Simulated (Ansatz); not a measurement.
# AlInH4: the cost of one run

Computed with Ansatz 0.2.0 (DFT PBE, scalar-relativistic, plane waves, PAW, unless a step's input says otherwise).

### Step 1. The starting structure

It takes space group F-43m (No. 216, cubic). The conventional cell has a = 7.570 Å, b = 7.570 Å, c = 7.570 Å, α = 90.00°, β = 90.00°, γ = 90.00°. Al (site symmetry -43m) is surrounded by 4 H at 1.64 Å. In (site symmetry -43m) is surrounded by 12 H at 3.14 Å and 4 Al at 3.28 Å. Around H (site symmetry 3m) lie 1 Al at 1.64 Å.

Coordinates:

```cif
data_structure
_symmetry_space_group_name_H-M 'P 1'
_symmetry_Int_Tables_number 1
_cell_length_a 5.3525
_cell_length_b 5.3525
_cell_length_c 5.3525
_cell_angle_alpha 60.000
_cell_angle_beta 60.000
_cell_angle_gamma 60.000
_cell_volume 108.43
loop_
_atom_site_label
_atom_site_type_symbol
_atom_site_fract_x
_atom_site_fract_y
_atom_site_fract_z
_atom_site_occupancy
Al1 Al 0.50000 0.50000 0.50000 1
In1 In 0.25000 0.25000 0.25000 1
H1 H 0.62480 0.12560 0.62480 1
H2 H 0.62480 0.62480 0.62480 1
H3 H 0.12560 0.62480 0.62480 1
H4 H 0.62480 0.62480 0.12560 1
```

It is the end of an earlier relaxation with the same method, from a generated guess; it needn't be the stable form of this composition. At a tolerance of 0.02 Å it has space group F-43m (No. 216); it has 18.07 Å³/atom, an uncorrected energy of +0.26 eV/atom over the elements.

### Step 2. Static run: bands, density of states and charges

input.yaml

```yaml
crystal:
  lattice:
    - [0.0, 3.7847743983, 3.7847743983]
    - [3.7847743983, 0.0, 3.7847743983]
    - [3.7847743983, 3.7847743983, 0.0]
  atoms:
    - { symbol: Al, position: [0.5, 0.5, 0.5] }
    - { symbol: In, position: [0.25, 0.25, 0.25] }
    - { symbol: H, position: [0.6247993631, 0.1256019108, 0.6247993631] }
    - { symbol: H, position: [0.6247993631, 0.6247993631, 0.6247993631] }
    - { symbol: H, position: [0.1256019108, 0.6247993631, 0.6247993631] }
    - { symbol: H, position: [0.6247993631, 0.6247993631, 0.1256019108] }
basis:
  ecutwfc: 420
kpoints:
  mp_grid: { grid: [6, 6, 6] }
  band_path:
    path:
      - [[0.0, 0.0, 0.0], [-0.5, -0.5, 0.0], [-0.375, -0.375, 0.25]]
      - [[-0.375, 0.0, 0.375], [0.0, 0.0, 0.0], [0.0, 0.0, 0.5], [-0.5, -0.25, 0.25], [-0.5, -0.5, 0.0]]
    npoints: 14
hamiltonian:
  xc: pbe
scf:
  occupations: { method: gaussian, width: 0.02 }
  n_extra_bands: 15
output:
  forces: true
  stress: true
  eigenvalues: true
  populations: true
  dos: { projected: true, de: 0.02, nscf_kmesh: { grid: [9, 9, 9] } }
  bader: true
  write_density: true
  write_potential: true
  elf: true
  volumetric_format: npy
```

Launch:

```bash
> ansatz run input.yaml --threads 1 --pin off --max-ram 2048MiB --backend cpu --events-out ev --progress --plain --runs-dir out
```

Q: Estimate wall time and peak memory on 1 thread of Intel Xeon 6975P-C (Granite Rapids), shared host.

About 36 s, with a peak of 0.51 GiB.
